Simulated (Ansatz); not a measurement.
# AsH+ (quartet): the correlation ladder at distance As1–H2 = 5.569 Å, cc-pVQZ

The task here is to estimate one member of a computed series from the others.

The runs use Ansatz 0.2.0, Gaussian basis; cc-pVQZ, core rule «outside noble gas», up to 14 orbitals frozen.

The runs, in order: UHF; CCSD(T) on ROHF; CCSD(T) on UHF; BCCD(T) on ROHF; CCSDT(Q) on ROHF; CCSDT(Q) on UHF; CASSCF and MRCISD+Q, 5 electrons in 5 orbitals; CASSCF and NEVPT2, 5 electrons in 5 orbitals.

11 further runs of the same task are left out: 11 that didn't finish.

## The system

The geometry derives from a PBE0/def2-TZVP stationary point (not a proven minimum). One bond is set to the value named and the two fragments are kept rigid. No spin-orbit coupling is included. The filled d shell of As may be among the frozen orbitals whatever the setting's name suggests; the logs give the count.

2 atoms, charge 1, spin multiplicity 4.

Atoms are counted from 1 here; the program's logs count them from 0.

No contacts short enough for the rule that draws bonds.

Set-up of the first run:

The input, in.yaml:

```yaml
crystal:
  periodic: [false, false, false]
  atoms:
    - {symbol: As, position_ang: [0.000000, 0.000000, 0.000000]}
    - {symbol: H, position_ang: [0.000000, 0.000000, 5.569000]}
basis:
  gaussian: {orbitals: cc-pVQZ}
total_charge: 1
magnetization: {spin_polarized: true, initial_magnetization: 3}
hamiltonian: {xc: hf}
output: {orbitals: {seedname: orbitals}}
```

Run with:

```sh
ansatz run in.yaml --threads 1 --pin off --events-out ev --progress --plain --max-ram 3968MiB --backend cpu
```

Among the steps run: UHF; CCSD(T) on ROHF; CCSD(T) on UHF; BCCD(T) on ROHF; CCSDT(Q) on ROHF; CCSDT(Q) on UHF; CASSCF and MRCISD+Q, 5 electrons in 5 orbitals; CASSCF and NEVPT2, 5 electrons in 5 orbitals.

One table of the session follows, with a row left open; its other results are not shown here.

```
          method  from UCCSDT(Q) (kcal/mol)
            ROHF                     +49.52
             UHF                     +46.75
            RMP2                     +10.64
            UMP2                     +10.49
           RCCSD                      +1.85
           UCCSD                      +1.49
        RCCSD(T)                      +0.57
        UCCSD(T)                      +0.29
         BCCD(T)                          ?
          RCCSDT                      +0.31
          UCCSDT                      +0.02
       RCCSDT(Q)                      +0.29
       UCCSDT(Q)                          0
  CASSCF valence                     +41.24
  NEVPT2 valence                      +9.22
  MRCISD valence                      +2.14
MRCISD+Q valence                      +0.57
```

**Question.** Estimate the row for BCCD(T).

**Answer.** from UCCSDT(Q) (kcal/mol): +0.58. In the column «from UCCSDT(Q) (kcal/mol)» it lies between MRCISD+Q valence (+0.57) and UCCSD (+1.49).

Limits of these values: Restricted and unrestricted rows rest on different reference determinants; where their highest levels disagree by more than a few hundredths of an eV, they describe different states and don't form one ladder.
